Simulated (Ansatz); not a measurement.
# LaPb2 under changes of volume

One of the cells (32.100 Å³/atom); the others are scaled copies at fixed shape and fractional positions:

```
Pb La
1.0
    -2.06634    2.06634    5.63845
     2.06634   -2.06634    5.63845
     2.06634    2.06634   -5.63845
Pb La
2 1
Direct
  0.68639 0.68639 0.00000
  0.31361 0.31361 0.00000
  0.00000 0.00000 0.00000
```

The cell comes from a database or a generator and needn't be the stable form of this composition.

```yaml
Program: Ansatz 0.2.0
Functional: PBE
Potentials_or_basis: Ansatz PAW
Cutoff: "420 eV (not typed: the program's choice for these potentials)"
k_mesh: 9 × 9 × 9
Occupations: fermi-dirac, width 0.05 eV
Spin: no spin polarisation
```

```csv
volume (Å³/atom),energy over the lowest point (meV/atom),pressure (GPa),largest force (eV/Å)
30.174,18.95,3.3,0.200
30.816,?,?,?
31.458,2.10,1.0,0.115
32.100,0.00,0.1,0.078
32.742,1.52,-0.8,0.045
33.384,6.27,-1.5,0.014
34.026,13.91,-2.2,0.014
```

Task: What does the run at 30.816 Å³/atom give?

Result: Energy over the lowest point 8.25 meV/atom; pressure 2.1 GPa; largest force 0.155 eV/Å.

Worked out: A Birch-Murnaghan fit of order 3 (a polynomial in V^(-2/3)) to the other rows has its minimum at 32.14 Å³/atom with B0 = V·E''(V) = 45 GPa and B' = 4.7 at fixed shape and positions, which overstates the stiffness. It gives 8.25 meV/atom at 30.816 Å³/atom, against the run's 8.25, and -dE/dV = 2.1 GPa, against 2.1.

Energies are extrapolated to zero smearing.
